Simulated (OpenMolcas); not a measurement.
# C2H6In (SMILES C[In]C) at 3 levels

Aim: a comparison of 3 runs (UHF/3-21G, UPBE/def2-SVPD, UTPSS/def2-SVPD) of C2H6In. 

The calculation is run with OpenMolcas 26.06.

### Step 1. The system as given

The species is C2H6In (9 atoms), meant as a doublet with charge 0. SMILES: `C[In]C`. The coordinates come from a PBE0-D4/def2-TZVP relaxation.

Bond lengths: C1–In2 2.198 Å, In2–C3 2.198 Å, C1–H4 1.093 Å, C1–H5 1.089 Å, C1–H6 1.093 Å, C3–H7 1.093 Å, C3–H8 1.089 Å, C3–H9 1.093 Å. Some angles: C1–In2–C3 117.7°, In2–C1–H4 108.5°, In2–C1–H5 112.1°, In2–C1–H6 108.5°, In2–C3–H7 108.5°, In2–C3–H8 112.1°, In2–C3–H9 108.5°, H4–C1–H5 109.5°, H4–C1–H6 108.7°, H5–C1–H6 109.5°.

### Step 2. Energy and forces at UHF/3-21G (run 1)

Contents of mol.inp:

```
>>> EXPORT MOLCAS_PRINT=2

&GATEWAY
  BASLIB=$CurrDir
  COORD
  9
  angstrom
  C        0.456290       1.815870       0.183390
  In       0.277560       0.050300      -1.113490
  C       -0.450470      -1.814830      -0.206650
  H       -0.527030       2.036110       0.607180
  H        0.821920       2.686500      -0.358540
  H        1.143860       1.578810       0.999510
  H       -1.445190      -1.633350       0.208840
  H       -0.500920      -2.628420      -0.928380
  H        0.223960      -2.091000       0.608130
  BASIS=3-21G
  GROUP=NoSym

&SEWARD

&SCF
  UHF
  SPIN=2
  THRESHOLDS=1e-10 1e-07 1e-07 1e-05
  PRORBITALS=1 1

&ALASKA
```

The basis set 3-21G is read from a file made from the Basis Set Exchange's data (not shown).

Launch:

```bash
$ export MOLCAS_MEM=1860
$ pymolcas mol.inp > mol.log
```

The log of the run:

```text
--- Start Module: gateway ---
[...]
--- Stop Module: gateway /rc=_RC_ALL_IS_WELL_ ---
[...]
      Basis functions           61
[...]
--- Start Module: scf ---
[...]
       Convergence after  14 Iterations
[...]
::    Total SCF energy                              -5793.5018084562
[...]
      Total spin, S                                     0.5028410021
[...]
      Total electronic charge=   67.000000
      Total            charge=   -0.000000
[...]
      Dipole Moment (debye):
      Origin of the operator (angstrom)=    0.2185    0.0396   -0.8767
                   X=  4.5054E-02               Y=  8.1539E-03               Z= -1.8056E-01           Total=  1.8627E-01
      Quadrupole Moment (debye*angstrom):
[...]
--- Stop Module: scf /rc=_RC_ALL_IS_WELL_ ---
[...]
--- Start Module: alaska ---
[...]
 *              Molecular gradients               *
 **************************************************
  Irreducible representation: a
 ------------------------------------------------------------------------------------------
                              X                       Y                       Z
 ------------------------------------------------------------------------------------------
  C1               -2.40612689734743E-05   -1.49578039583531E-03   -1.61776378865852E-03
  IN2              -1.62524129585595E-03   -2.92269007805768E-04    6.50594423952455E-03
  C3                7.54749530578636E-04    1.62334027008093E-03   -1.28250856061829E-03
  H4               -4.99308866801274E-03   -1.58140866424628E-03   -5.19772228924076E-05
  H5                1.64261833200685E-03    2.64137139962450E-03   -3.89233542399525E-03
  H6                3.09493394394966E-03   -3.78527289485813E-03    1.83934944570829E-03
  H7               -3.68179104627409E-03    3.68955269806015E-03    4.92348281190935E-04
  H8                4.37475062822767E-04   -2.26799761107310E-03   -4.41422361886712E-03
[...]
--- Stop Module: alaska /rc=_RC_ALL_IS_WELL_ ---
[...]
```

It took 5.7 s on 1 thread of Intel Xeon Platinum 8259CL at 2.50GHz (Skylake/Cascade Lake), shared host; peak memory 0.4 GiB.

### Step 3. Energy and gradient at UPBE/def2-SVPD (core potential) (run 2)

Contents of calc.input:

```
* C2H6In Kohn-Sham DFT

&GATEWAY
  BasLib
  $CurrDir
  BasisSet
  C.def2-SVPD....
  C1 0.456290 1.815870 0.183390 angstrom
  C3 -0.450470 -1.814830 -0.206650 angstrom
  End of Basis
  BasisSet
  In.def2-SVPD....
  In2 0.277560 0.050300 -1.113490 angstrom
  End of Basis
  BasisSet
  H.def2-SVPD....
  H4 -0.527030 2.036110 0.607180 angstrom
  H5 0.821920 2.686500 -0.358540 angstrom
  H6 1.143860 1.578810 0.999510 angstrom
  H7 -1.445190 -1.633350 0.208840 angstrom
  H8 -0.500920 -2.628420 -0.928380 angstrom
  H9 0.223960 -2.091000 0.608130 angstrom
  End of Basis

&SEWARD
  GridInput
  Grid=UltraFine
  End of Grid

&SCF
  UHF
  Spin
  2
  KSDFT
  PBE
  Thresholds
  1e-10 1e-07 1e-07 1e-05
  PrOrbitals
  1 1

&ALASKA
```

The basis set def2-SVPD is read from a file made from the Basis Set Exchange's data (not shown).

Launch:

```bash
$ export MOLCAS_MEM=1860
$ pymolcas calc.input > calc.log
```

The log of the run:

```text
--- Start Module: gateway ---
[...]
--- Stop Module: gateway /rc=_RC_ALL_IS_WELL_ ---
[...]
      Basis functions          120
[...]
--- Start Module: scf ---
[...]
       Convergence after  15 Iterations
[...]
::    Total KS-DFT energy                            -269.7351392998
[...]
      Total spin, S                                     0.5007262009
[...]
      Total electronic charge=   39.000000
      Total            charge=   -0.000000
[...]
      Dipole Moment (debye):
      Origin of the operator (angstrom)=    0.2185    0.0396   -0.8767
                   X= -8.4122E-02               Y= -1.5255E-02               Z=  3.3763E-01           Total=  3.4829E-01
      Quadrupole Moment (debye*angstrom):
[...]
--- Stop Module: scf /rc=_RC_ALL_IS_WELL_ ---
[...]
--- Start Module: alaska ---
[...]
 *              Molecular gradients               *
 **************************************************
  Irreducible representation: a
 ------------------------------------------------------------------------------------------
                              X                       Y                       Z
 ------------------------------------------------------------------------------------------
  C1               -3.08798197265481E-05    1.93806239558025E-03    2.41402060500873E-03
  C3               -1.05341193992048E-03   -2.13999816062183E-03    1.97474179177670E-03
  IN2              -1.72688835630508E-03   -3.11403797110921E-04    6.91844397423935E-03
  H4                9.10733211478032E-03   -1.96726577822304E-03   -3.91425930471723E-03
  H5               -3.44115658834321E-03   -8.36505500802431E-03    4.91284882844378E-03
  H6               -6.34010264289575E-03    2.26714274118216E-03   -7.54668467595199E-03
  H7                9.17617332126586E-03   -1.74513409333515E-03   -3.85210338918807E-03
  H8                5.65142920329942E-04    7.84224569854253E-03    6.64395191322908E-03
[...]
--- Stop Module: alaska /rc=_RC_ALL_IS_WELL_ ---
[...]
```

Run time: 2.6 min. Hardware: 1 thread of Intel Xeon Platinum 8259CL at 2.50GHz (Skylake/Cascade Lake), shared host; peak memory 0.76 GiB.

### Step 4. The energy at UTPSS/def2-SVPD (core potential) (run 3)

Contents of mol.xyz:

```xyz
9

C      0.456290     1.815870     0.183390
In     0.277560     0.050300    -1.113490
C     -0.450470    -1.814830    -0.206650
H     -0.527030     2.036110     0.607180
H      0.821920     2.686500    -0.358540
H      1.143860     1.578810     0.999510
H     -1.445190    -1.633350     0.208840
H     -0.500920    -2.628420    -0.928380
H      0.223960    -2.091000     0.608130
```

Contents of calc.inp:

```
* C2H6In Kohn-Sham DFT

&GATEWAY
 BasLib=$CurrDir
 Coord=mol.xyz
 Basis=def2-SVPD
 Group=NoSym

&SEWARD
 GridInput
 Grid=UltraFine
 End of Grid

&SCF
 UHF
 Spin=2
 KSDFT=2
 1.0 MGGA_X_TPSS
 1.0 MGGA_C_TPSS
 Thresholds=1e-10 1e-07 1e-07 1e-05
 PrOrbitals=1 1
```

The basis set def2-SVPD is read from a file made from the Basis Set Exchange's data (not shown).

Launch:

```bash
$ export MOLCAS_MEM=1860
$ pymolcas calc.inp > calc.log
```

The log of the run:

```text
--- Start Module: gateway ---
[...]
--- Stop Module: gateway /rc=_RC_ALL_IS_WELL_ ---
--- Start Module: seward ---
[...]
      Basis functions          120
--- Stop Module: seward /rc=_RC_ALL_IS_WELL_ ---
[...]
--- Start Module: scf ---
[...]
       Convergence after  15 Iterations
[...]
::    Total KS-DFT energy                            -269.7964552495
[...]
      Total spin, S                                     0.5011147736
[...]
      Total electronic charge=   39.000000
      Total            charge=   -0.000000
[...]
      Dipole Moment (debye):
      Origin of the operator (angstrom)=    0.2185    0.0396   -0.8767
                   X= -7.0741E-02               Y= -1.2831E-02               Z=  2.8396E-01           Total=  2.9292E-01
      Quadrupole Moment (debye*angstrom):
[...]
--- Stop Module: scf /rc=_RC_ALL_IS_WELL_ ---
[...]
```

Wall time 3 min (1 thread of Intel Xeon Platinum 8259CL at 2.50GHz (Skylake/Cascade Lake), shared host); peak memory 0.76 GiB.

### Step 5. Overview of the runs

```tsv
run	level	integration grid	task	energy (Eh)	dipole moment (D)	HOMO energy (eV)	LUMO energy (eV)	wall time
1	UHF/3-21G	–	gradient	-5793.501808	0.19	-6.85	1.06	5.7 s
2	UPBE/def2-SVPD (core potential)	UltraFine	gradient	-269.735139	0.35	-3.97	-3.04	2.6 min
3	UTPSS/def2-SVPD (core potential)	UltraFine	energy	-269.796455	0.29	-4.02	-2.95	3 min
```

### Step 6. Outcome

| quantity | value |
| --- | --- |
| run 3: total energy | -269.79646 Eh |
| run 3: dipole moment | 0.29 D |
| run 3: HOMO energy (highest over α and β) | -4.02 eV |
| run 3: LUMO energy (lowest over α and β) | -2.95 eV |
| run 3: ⟨S²⟩ | 0.752 |

**Reading.** The dipole moment (its size) runs from 0.19 D (UHF/3-21G) to 0.35 D (UPBE/def2-SVPD). The two ends differ in method and basis and core potential. The two dipoles point in opposite directions. Totals of different functionals can't be ranked against each other. Some runs of one species differ in core potentials or relativity; totals across that change don't compare. In run 1 relativity is left out where basis or elements ask for it. All runs together took 5.7 min, the longest 3 min.
